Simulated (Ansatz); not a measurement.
TiCo, space group Pm-3m: a fixed-spin-moment curve, run with Ansatz's Python interface.

`tico.py`
```python
'''Energy of TiCo against a locked total moment.'''

import ansatz as az

config = {
    'extra_bands': 8,
    'vdw': 'd3bj',
    'smearing': 'Methfessel-Paxton',
}


def main() -> None:
    xtal = (
        az.Lattice.cubic(2.986111)
        .space_group(221)
        .atom('Ti', [0.0, 0.0, 0.0])
        .atom('Co', [0.5, 0.5, 0.5])
    )

    setup = (
        xtal.calculation()
        .scf(extra_bands=config['extra_bands'], lower_state_search='off')
        .eigensolver('davidson', full_accuracy=True)
        .kpoints(5)  # the mesh must be finer for metals
        .functional(az.Functional.PBESOL, dispersion=config['vdw'])
        .occupations(config['smearing'], width=100 * az.meV)  # fractional filling near the Fermi level
    )
    # a hard lock holds the total moment, with one Fermi level a spin
    rows = []
    for total in [0.0, 0.5, 1.0, 1.5, 2.0, 2.5, 3.0]:
        summary = setup.spin('collinear', total=total, lock='hard').run(threads=1, backend='cpu').report
        up, down = summary['spin_fermi_energies_ev']
        rows.append((total, summary['free_energy_ev'], up - down, summary['absolute_magnetization_mub']))
    reference = rows[0][1]
    rows = [(m, 1000 * (e - reference), split, size) for m, e, split, size in rows]
    print('     total muB    F - F(0) meV  EF up - down eV    absolute muB')
    for row in rows:
        print(f'{str(row[0]):>14s}  {row[1]:14.2f}  {row[2]:15.4f}  {row[3]:14.3f}')
    best = min(rows, key=lambda row: row[1])
    print(f'lowest at {best[0]} muB per cell, {best[1]:.1f} meV against the first point')


if __name__ == '__main__':
    main()
```

At which total moment is the energy lowest, and how steeply does it rise?

The lowest point lies at 1 μB a cell, 81.5 meV below the point at 0 μB; at 3 μB the energy is 1217 meV above the lowest.

The run itself:

```console
$ python tico.py
DeckWarning: basis.ecutwfc = 420 eV, auto-derived from the records' recommended cutoffs: set by Ti (normal level)
RunWarning: this spin-polarised run has no starting moment large enough to seed its density, and nothing else in its deck makes the two spin channels differ, so an SCF from that start keeps the magnetisation at zero until it first converges, unless a state found ahead of a linear-response series gives it moments [...]
     total muB    F - F(0) meV  EF up - down eV    absolute muB
           0.0            0.00           0.0000           0.000
           0.5          -40.33          -0.2661           0.688
           1.0          -81.47           0.5482           1.102
           1.5          114.07           0.9838           1.500
           2.0          411.37           1.3453           2.000
           2.5          763.06           1.4509           2.500
           3.0         1135.64           1.6797           3.000
lowest at 1.0 muB per cell, -81.5 meV against the first point
```
(Warnings from the package without file and line, shortened.)

What to keep in mind:
- The settings weren't tested for convergence.
- Dispersion corrections can be off by several per cent in the lattices of metals, and by several GPa in the pressure at a fixed cell.
- For a metal this k-point mesh is coarse: on a finer one energies can move by several to tens of meV an atom and pressures by half a GPa or more, differences at one mesh by less.
- This cell is a computed structure, which may not be the phase found in nature.
- Only points where the Fermi levels of the two spins meet (minima, maxima and zero moment) are free solutions; a shallow minimum can lie between the points.
- Wall time of the script: 17 s on 1 thread of Arm Neoverse V1, with other jobs on the host, peak memory 0.32 GiB.
